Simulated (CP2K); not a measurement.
**SnSiH6O (SMILES [SiH3][O][SnH3]) at PM3**

Aim: the energy change on altering one bond length of SnSiH6O at PM3, from 2 runs. 

Program for the calculation: CP2K 2026.2.

3 further runs of the same task are left out: 3 set aside as unsound or not needed.

### Step 1. The system as given

The species is SnSiH6O (9 atoms), meant as a singlet with charge 0. SMILES: `[SiH3][O][SnH3]`. Geometry: relaxed at PBE0-D4/def2-TZVP.

Bond lengths: Si1–O2 1.627 Å, O2–Sn3 1.963 Å, Si1–H4 1.492 Å, Si1–H5 1.486 Å, Si1–H6 1.492 Å, Sn3–H7 1.699 Å, Sn3–H8 1.705 Å, Sn3–H9 1.705 Å. Some angles: Si1–O2–Sn3 136.6°, O2–Si1–H4 111.4°, O2–Si1–H5 109.0°, O2–Si1–H6 111.4°, O2–Sn3–H7 103.7°, O2–Sn3–H8 106.7°, O2–Sn3–H9 106.7°, H4–Si1–H5 108.8°, H4–Si1–H6 107.4°, H5–Si1–H6 108.8°.

### Step 2. Energy and gradient at PM3

molecule.inp reads:

```
&GLOBAL
  PROJECT molecule
  RUN_TYPE ENERGY_FORCE
  PRINT_LEVEL MEDIUM
&END GLOBAL

&FORCE_EVAL
  METHOD Quickstep
  &DFT
    &QS
      METHOD PM3
      EPS_DEFAULT 1.0E-10
      &SE
        &COULOMB
          CUTOFF [angstrom] 50
          RC_RANGE [angstrom] 0
        &END COULOMB
        &EXCHANGE
          CUTOFF [angstrom] 50
          RC_RANGE [angstrom] 0
        &END EXCHANGE
      &END SE
    &END QS
    &POISSON
      PERIODIC NONE
      POISSON_SOLVER ANALYTIC
    &END POISSON
    &SCF
      SCF_GUESS ATOMIC
      EPS_SCF 1.0E-06
      MAX_SCF 30
      &OT
        MINIMIZER DIIS
        PRECONDITIONER FULL_ALL
      &END OT
      &OUTER_SCF
        EPS_SCF 1.0E-06
        MAX_SCF 8
      &END OUTER_SCF
    &END SCF
    &PRINT
      &MOMENTS
        PERIODIC F
        REFERENCE COM
        MAX_MOMENT 1
      &END MOMENTS
      &MO_CUBES
        NLUMO 5
        NHOMO -1
        WRITE_CUBE F
      &END MO_CUBES
      &HIRSHFELD OFF
      &END HIRSHFELD
    &END PRINT
  &END DFT
  &SUBSYS
    &CELL
      ABC 20.3 20.5 20.5
      PERIODIC NONE
    &END CELL
    &COORD
      Si     9.088650    11.584700     9.085400
      O     10.345750    10.711100     9.636200
      Sn    10.633250     9.332700    11.003600
      H      8.010150    10.706500     8.545200
      H      9.563150    12.482500     8.000800
      H      8.486550    12.415800    10.168400
      H     12.289850     8.978600    10.877100
      H      9.630150     8.017500    10.591900
      H     10.206250    10.030000    12.499200
    &END COORD
  &END SUBSYS
  &PRINT
    &FORCES ON
    &END FORCES
  &END PRINT
&END FORCE_EVAL
```

Run with:

```
$ OMP_NUM_THREADS=1 cp2k.psmp -i molecule.inp > molecule.out 2>&1
```

Standard output:

```text
CP2K| version string:                                       CP2K version 2026.2
[...]
 GLOBAL| Method name                                                        CP2K
[...]
 GLOBAL| Run type                                                   ENERGY_FORCE
[...]
                             - Atoms:                                          9
[...]
                             - Spherical basis functions:                     18
[...]
 Number of electrons:                                                         20
[...]
     1 OT DIIS     0.15E+00    0.0     0.29768231       -16.9335429299 -1.69E+01
[...]
     7 OT DIIS     0.15E+00    0.0     0.00000062       -19.8258151075 -8.03E-11
  *** SCF run converged in     7 steps ***
  Core-core repulsion energy [eV]:                            837.49914389301102
  Core Hamiltonian energy [eV]:                              -824.72445195396620
  Two-electron integral energy [eV]:                        -1104.52511419590519
  Electronic energy [eV]:                                   -1376.98700905191868
  Total energy [eV]:                                         -539.48786515890777
  Atomic reference energy [eV]:                               538.42810922433409
  Heat of formation [kcal/mol]:                               -24.43855435563494
[...]
 SE_DIPOLE| Moment [Debye]          0.32813524       0.78634935      -0.92404114
 SE_DIPOLE| Derivative [a.u.]       0.00000000       0.00000000       0.00000000
 *** WARNING in qs_scf_post_se.F:140 :: Printing of MO cube files not ***
 *** implemented for Semi-Empirical method.                           ***
 ENERGY| Total FORCE_EVAL ( QS ) energy [hartree]            -19.825815107505615
 FORCES| Atomic forces [hartree/bohr]
 FORCES|   Atom     x               y               z               |f|
 FORCES|      1 -1.93943755E-02  8.33078195E-03 -3.08516434E-03   2.13321815E-02
 FORCES|      2  2.87644177E-02 -1.60502398E-02  8.45981884E-03   3.40083881E-02
 FORCES|      3 -5.36346898E-03  4.09308020E-03 -2.72668387E-03   7.27701243E-03
 FORCES|      4 -4.39453490E-03 -1.00741034E-03 -2.77733136E-03   5.29531700E-03
 FORCES|      5  8.99939084E-04  3.44519569E-03 -3.89365803E-03   5.27634689E-03
 FORCES|      6 -3.02204186E-03  3.91327338E-03  1.90126026E-03   5.29728573E-03
 FORCES|      7 -4.32742422E-03 -5.84393091E-04  1.92113096E-03   4.77062468E-03
 FORCES|      8  4.51181778E-03  2.73374706E-03  3.70978949E-03   6.44921784E-03
 FORCES|      9  2.32567081E-03 -4.87403506E-03 -3.50916195E-03   6.44043322E-03
 FORCES| Sum    -1.38777878E-16  6.93889390E-17  3.40005801E-16
 FORCES| Total atomic force                                       3.73735293E-16
[...]
```

It took 0.56 s on 1 thread of Arm Neoverse V1, shared host.

### Step 3. The distorted shape

molecule.inp reads:

```
&FORCE_EVAL
    METHOD QS
    &DFT
        &QS
            METHOD PM3
            EPS_DEFAULT 1.0E-10
            &SE
                &COULOMB
                    CUTOFF [angstrom] 50
                    RC_RANGE [angstrom] 0
                &END COULOMB
                &EXCHANGE
                    CUTOFF [angstrom] 50
                    RC_RANGE [angstrom] 0
                &END EXCHANGE
            &END SE
        &END QS
        &POISSON
            PERIODIC NONE
            POISSON_SOLVER ANALYTIC
        &END POISSON
        &SCF
            SCF_GUESS ATOMIC
            EPS_SCF 1.0E-06
            MAX_SCF 30
            &OT
                MINIMIZER DIIS
                PRECONDITIONER FULL_ALL
            &END OT
            &OUTER_SCF
                EPS_SCF 1.0E-06
                MAX_SCF 8
            &END OUTER_SCF
        &END SCF
        &PRINT
            &MOMENTS
                PERIODIC F
                REFERENCE COM
                MAX_MOMENT 1
            &END MOMENTS
            &MO_CUBES
                NLUMO 5
                NHOMO -1
                WRITE_CUBE F
            &END MO_CUBES
            &HIRSHFELD OFF
            &END HIRSHFELD
        &END PRINT
    &END DFT
    &SUBSYS
        &CELL
            ABC 20.3 20.6 20.6
            PERIODIC NONE
        &END CELL
        &COORD
            Si     9.088650    11.589798     9.189644
            O     10.345750    10.716198     9.740444
            Sn    10.633250     9.337798    11.107844
            H      8.010150    10.711598     8.649444
            H      9.610612    12.577402     7.996556
            H      8.486550    12.420898    10.272644
            H     12.289850     8.983698    10.981344
            H      9.630150     8.022599    10.696144
            H     10.206250    10.035098    12.603444
        &END COORD
    &END SUBSYS
    &PRINT
        &FORCES ON
        &END FORCES
    &END PRINT
&END FORCE_EVAL
&GLOBAL
    PROJECT_NAME molecule
    RUN_TYPE ENERGY_FORCE
    PRINT_LEVEL MEDIUM
&END GLOBAL
```

Run with:

```
$ OMP_NUM_THREADS=1 cp2k.psmp -i molecule.inp -o molecule.out
```

Standard output:

```text
CP2K| version string:                                       CP2K version 2026.2
[...]
 GLOBAL| Method name                                                        CP2K
[...]
 GLOBAL| Run type                                                   ENERGY_FORCE
[...]
                             - Atoms:                                          9
[...]
                             - Spherical basis functions:                     18
[...]
 Number of electrons:                                                         20
[...]
     1 OT DIIS     0.15E+00    0.0     0.29602912       -16.9463111292 -1.69E+01
[...]
     6 OT DIIS     0.15E+00    0.0     0.00000062       -19.8215712879 -2.95E-10
  *** SCF run converged in     6 steps ***
  Core-core repulsion energy [eV]:                            833.87127305804461
  Core Hamiltonian energy [eV]:                              -824.57859188132215
  Two-electron integral energy [eV]:                        -1097.33013226449202
  Electronic energy [eV]:                                   -1373.24365801356817
  Total energy [eV]:                                         -539.37238495552344
  Atomic reference energy [eV]:                               538.42810922433409
  Heat of formation [kcal/mol]:                               -21.77551739086374
[...]
 SE_DIPOLE| Moment [Debye]          0.31087067       0.83070380      -0.96568229
 SE_DIPOLE| Derivative [a.u.]       0.00000000       0.00000000       0.00000000
 *** WARNING in qs_scf_post_se.F:140 :: Printing of MO cube files not ***
 *** implemented for Semi-Empirical method.                           ***
 ENERGY| Total FORCE_EVAL ( QS ) energy [hartree]            -19.821571287932461
 FORCES| Atomic forces [hartree/bohr]
 FORCES|   Atom     x               y               z               |f|
 FORCES|      1 -7.17241491E-03  3.04039276E-02 -2.99143864E-02   4.32517382E-02
 FORCES|      2  2.76992230E-02 -1.43719410E-02  7.00513806E-03   3.19823639E-02
 FORCES|      3 -5.24786443E-03  4.09044647E-03 -2.75712582E-03   7.20233130E-03
 FORCES|      4 -3.82585128E-03 -3.69542641E-04 -3.28253484E-03   5.05457563E-03
 FORCES|      5 -1.13920260E-02 -2.13698135E-02  2.58431304E-02   3.54163038E-02
 FORCES|      6 -2.54233994E-03  4.23126386E-03  1.09215878E-03   5.05567968E-03
 FORCES|      7 -4.35620453E-03 -5.60319484E-04  1.90436980E-03   4.78718082E-03
 FORCES|      8  4.51748301E-03  2.79676092E-03  3.68282982E-03   6.46473201E-03
 FORCES|      9  2.31999510E-03 -4.85078226E-03 -3.57357987E-03   6.45623256E-03
 FORCES| Sum    -2.42861287E-16 -2.77555756E-16 -7.63278329E-17
 FORCES| Total atomic force                                       3.76622809E-16
[...]
```

Run time: 0.54 s. Hardware: 1 thread of Arm Neoverse V1, shared host.

### Step 4. Outcome

Level: PM3.

```
                                                          quantity           value
                                         first shape: total energy    -19.82582 Eh
                                        first shape: dipole moment          1.26 D
            first shape: heat of formation at this unrelaxed shape  -24.4 kcal/mol
                             first shape: largest force on an atom      1.749 eV/Å
                                     distorted shape: total energy    -19.82157 Eh
                                    distorted shape: dipole moment          1.31 D
        distorted shape: heat of formation at this unrelaxed shape  -21.8 kcal/mol
                         distorted shape: largest force on an atom      2.224 eV/Å
energy change with the Si1–H5 bond stretched from 1.486 to 1.634 Å        0.115 eV
```

With the Si1–H5 bond stretched from 1.486 to 1.634 Å the energy rises by 0.12 eV (2.7 kcal/mol). The first shape isn't relaxed at this level, so the change isn't measured from a minimum. The largest force (first shape) is 1.75 eV/Å: the shape isn't a stationary point for this species at this level.
